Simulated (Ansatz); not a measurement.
CuSn3:

```
CELL_PARAMETERS angstrom
-2.23990 2.23990 4.87070
2.23990 -2.23990 4.87070
2.23990 2.23990 -4.87070
ATOMIC_POSITIONS crystal
Sn 0.50000 0.50000 0.00000
Sn 0.25000 0.75000 0.50000
Sn 0.75000 0.25000 0.50000
Cu 0.00000 0.00000 0.00000
```

The cell comes from a database or a generator and needn't be the stable form of this composition.

Base run:

```yaml
Program: Ansatz 0.2.0
Functional: LDA
Potentials_or_basis: all-electron LAPW, scalar-relativistic
Cutoff: 173 eV
Density_cutoff: 692 eV
Basis_error_allowed: 0.002 eV/atom
k_mesh: 8 × 8 × 8
Occupations: fermi-dirac, width 0.05 eV
Spin: no spin polarisation
```

Its results: pressure -5.7 GPa.

The run is repeated on the same cell with these changes: functional from LDA to PBEsol. What comes out?

Pressure -4.1 GPa.

PBEsol binds less tightly than LDA, so the same cell stands under more pressure.

Not every run made on this cell is shown here.
